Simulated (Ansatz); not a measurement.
# BGeNH (doublet): the correlation ladder, cc-pVDZ

One table from this session's results is given with a row withheld; the runs are named, their logs left out.

The runs use Ansatz 0.2.0, Gaussian basis; cc-pVDZ, core rule «outside noble gas», up to 16 orbitals frozen.

To be run: UHF; CCSD(T) on ROHF; CCSD(T) on UHF; BCCD(T) on ROHF; CISD; CCSDT(Q) on ROHF; CCSDT(Q) on UHF; CASSCF and MRCISD+Q, 9 electrons in 9 orbitals; CASSCF and MRCISD+Q(relaxed), 9 electrons in 9 orbitals; CASSCF and NEVPT2, 9 electrons in 9 orbitals.

18 further runs of the same task are left out: 7 that didn't finish, 11 set aside as unsound or not needed.

### What is computed

The geometry is a PBE0/def2-TZVP stationary point (not a proven minimum). No spin-orbit coupling is included. The filled d shell of Ge may be among the frozen orbitals whatever the setting's name suggests; the logs give the count.

4 atoms, charge 0, spin multiplicity 2.

Atoms are counted from 1 here; the program's logs count them from 0.

Bond lengths: Ge1–B2 2.032 Å, Ge1–H4 1.588 Å, B2–N3 1.314 Å. Angles: B2–Ge1–H4 89.3°, Ge1–B2–N3 176.5°.

Coordinates:

```xyz
4

Ge    0.0000   -0.0304    0.6983
B     0.0000    0.0435   -1.3321
N     0.0000    0.0118   -2.6461
H     0.0000    1.5575    0.7363
```

The first run:

The input, in.yaml:

```yaml
crystal:
  periodic: [false, false, false]
  atoms:
    - {symbol: Ge, position_ang: [0.000000, -0.030376, 0.698274]}
    - {symbol: B, position_ang: [0.000000, 0.043546, -1.332114]}
    - {symbol: N, position_ang: [0.000000, 0.011842, -2.646111]}
    - {symbol: H, position_ang: [0.000000, 1.557476, 0.736277]}
basis:
  gaussian: {orbitals: cc-pVDZ}
magnetization: {spin_polarized: true, initial_magnetization: 1}
hamiltonian: {xc: hf}
output: {orbitals: {seedname: orbitals}}
```

Command:

```bash
$ ansatz run in.yaml --threads 1 --pin off --events-out ev --progress --plain --max-ram 2393MiB
```

Steps of the session up to this table: UHF; CCSD(T) on ROHF; CCSD(T) on UHF; BCCD(T) on ROHF; CISD; CCSDT(Q) on ROHF; CCSDT(Q) on UHF; CASSCF and MRCISD+Q, 9 electrons in 9 orbitals; CASSCF and MRCISD+Q(relaxed), 9 electrons in 9 orbitals; CASSCF and NEVPT2, 9 electrons in 9 orbitals.

One of the session's tables, all rows but one given; the rest of the session is left out.

It belongs to the step «Misses and costs». 

| method | from RCCSDT(Q) (meV) |
| --- | --- |
| ROHF | ? |
| UHF | +8762.4 |
| RMP2 | +1520.5 |
| UMP2 | +1848.4 |
| CISD | +1355.8 |
| RCCSD | +439.6 |
| UCCSD | +436.8 |
| RCCSD(T) | +99.8 |
| UCCSD(T) | +110.5 |
| BCCD(T) | +97.9 |
| RCCSDT | +36.2 |
| UCCSDT | +35.2 |
| RCCSDT(Q) | 0 |
| UCCSDT(Q) | -5.7 |

Estimate the missing values for ROHF.

As computed: from RCCSDT(Q) (meV): +8958.9. In the column «from RCCSDT(Q) (meV)» it is the highest.

Not comparable, so not listed: CASSCF and MRCISD+Q, 9 electrons in 9 orbitals; CASSCF and MRCISD+Q(relaxed), 9 electrons in 9 orbitals (they don't share determinant, frozen orbitals or solution with the rows shown, or repeat one).

To keep in mind: Left out of the table: CASSCF frontier, NEVPT2 frontier (the active space lost an orbital or holds another state than full CI finds). Warnings: spin contamination; coupled cluster took another determinant than the lowest. Restricted and unrestricted rows rest on different reference determinants; where their highest levels disagree by more than a few hundredths of an eV, they describe different states and don't form one ladder. Warnings in the runs' records: passed over end.
